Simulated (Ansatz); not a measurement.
# Be2CdF6: the cost of one run

Program: Ansatz 0.2.0. Level of theory: DFT PBE, scalar-relativistic, plane waves, PAW. These are calculated values, not measurements.

## Step 1: Starting point

Symmetry: Fm-3m, No. 225, cubic system. Conventional cell: a = 8.809 Å, b = 8.809 Å, c = 8.809 Å, α = 90.00°, β = 90.00°, γ = 90.00°. Be (site symmetry -43m) has 6 F at 2.20 Å as nearest neighbours. Around Cd (site symmetry m-3m) lie 12 F at 3.11 Å. Around F (site symmetry mmm) lie 2 Be at 2.20 Å and 2 Cd at 3.11 Å.

As a file:

```cif
data_structure
_symmetry_space_group_name_H-M 'P 1'
_symmetry_Int_Tables_number 1
_cell_length_a 6.2291
_cell_length_b 6.2291
_cell_length_c 6.2291
_cell_angle_alpha 60.000
_cell_angle_beta 60.000
_cell_angle_gamma 60.000
_cell_volume 170.91
loop_
_atom_site_label
_atom_site_type_symbol
_atom_site_fract_x
_atom_site_fract_y
_atom_site_fract_z
_atom_site_occupancy
Be1 Be 0.75000 0.75000 0.75000 1
Be2 Be 0.25000 0.25000 0.25000 1
Cd1 Cd 0.00000 0.00000 0.00000 1
F1 F 0.50000 0.00000 0.00000 1
F2 F 0.00000 0.50000 0.50000 1
F3 F 0.00000 0.50000 0.00000 1
F4 F 0.50000 0.00000 0.50000 1
F5 F 0.00000 0.00000 0.50000 1
F6 F 0.50000 0.50000 0.00000 1
```

The cell is invented: ordered vacancies on the A sites of perovskite (Fm-3m, No. 225). The dimensions are guesses.

## Step 2: Probe: one point on a coarse mesh

The input, input.yaml:

```yaml
crystal:
  lattice:
    - [0.0, 4.40464485, 4.40464485]
    - [4.40464485, 0.0, 4.40464485]
    - [4.40464485, 4.40464485, 0.0]
  atoms:
    - { symbol: Be, position: [0.75, 0.75, 0.75] }
    - { symbol: Be, position: [0.25, 0.25, 0.25] }
    - { symbol: Cd, position: [0.0, 0.0, 0.0] }
    - { symbol: F, position: [0.5, 0.0, 0.0] }
    - { symbol: F, position: [0.0, 0.5, 0.5] }
    - { symbol: F, position: [0.0, 0.5, 0.0] }
    - { symbol: F, position: [0.5, 0.0, 0.5] }
    - { symbol: F, position: [0.0, 0.0, 0.5] }
    - { symbol: F, position: [0.5, 0.5, 0.0] }
basis:
  ecutwfc: 420
kpoints:
  mp_grid: { grid: [4, 4, 4] }
hamiltonian:
  xc: pbe
scf:
  occupations: { method: gaussian, width: 0.1 }
  lower_state_search: "off"
output:
  forces: true
  stress: true
  eigenvalues: true
```

Run with:

```
> ansatz run input.yaml --threads 1 --pin off --max-ram 2048MiB --backend cpu --events-out ev --progress --plain --runs-dir out
```

Q: Estimate wall time and peak memory on 1 thread of Intel Xeon Platinum 8375C at 2.90GHz (Ice Lake), shared host.

About 2.7 s, with a peak of 0.47 GiB.
